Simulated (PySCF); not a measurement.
**1,8-naphthyridine (C8H6N2): NMR shifts**

Wanted: the NMR shifts of 1,8-naphthyridine (C8H6N2) (`c1cnc2ncccc2c1`), by calculation.

Programs: PySCF 2.14.0, with density-fitted response routines of our own. Each step states its level of theory. These are calculated values for one molecule in the gas phase, unless marked as measured. Atoms are numbered from 0 throughout.

## Step 1: The starting structure

16 atoms, charge 0, multiplicity 1; geometry from: GFN2-xTB.

Bonds of the start (Å): C0–C1 1.41, C1–N2 1.30, N2–C3 1.34, C3–N4 1.34, N4–C5 1.30, C5–C6 1.41, C6–C7 1.37, C7–C8 1.41, C8–C9 1.41, C9–C0 1.37, C8–C3 1.43, C0–H10 1.08, C1–H11 1.08, C5–H12 1.08, C6–H13 1.08, C7–H14 1.08, C9–H15 1.08.

## Step 2: Nuclear shieldings: PBE0/pcSseg-1

Job settings and geometry (Å):

```
{"job": {"kind": "nmr", "xc": "PBE0", "basis": "pcSseg-1"}, "charge": 0, "multiplicity": 1}
C     -2.407379    -0.203860     0.150359
C     -2.214132     1.070679    -0.416667
N     -1.048827     1.590131    -0.673859
C      0.052858     0.875175    -0.385987
N      1.233675     1.452533    -0.669277
C      2.327385     0.796596    -0.409236
C      2.363888    -0.493183     0.155286
C      1.179147    -1.106969     0.456527
C     -0.026990    -0.429148     0.190159
C     -1.306544    -0.956226     0.455290
H     -3.406636    -0.566607     0.334622
H     -3.067972     1.687515    -0.667983
H      3.250831     1.306073    -0.655738
H      3.311842    -0.974490     0.340506
H      1.146204    -2.097106     0.891934
H     -1.394948    -1.942170     0.892653
```

Method: GIAO PBE0/pcSseg-1 NMR shielding, non-relativistic, gas phase.

Predict these results of the whole session: ¹³C shifts against TMS (PBE0/pcSseg-1, means over atoms taken as alike); ¹H shifts against TMS (PBE0/pcSseg-1, means over atoms taken as alike); ¹⁵N shifts against NH3 (PBE0/pcSseg-1, means over atoms taken as alike).

**Answer**, as computed:

| quantity | value |
| --- | --- |
| ¹³C shifts against TMS (PBE0/pcSseg-1, means over atoms taken as alike) | 160.0, 158.8, 143.1, 126.5, 126.5 ppm |
| ¹H shifts against TMS (PBE0/pcSseg-1, means over atoms taken as alike) | 9.62, 8.45, 7.66 ppm |
| ¹⁵N shifts against NH3 (PBE0/pcSseg-1, means over atoms taken as alike) | 366.9 ppm |

In words: At PBE0/pcSseg-1: The widest tensor belongs to N2, N4: span 685 ppm, with a paramagnetic part of -430 ppm.
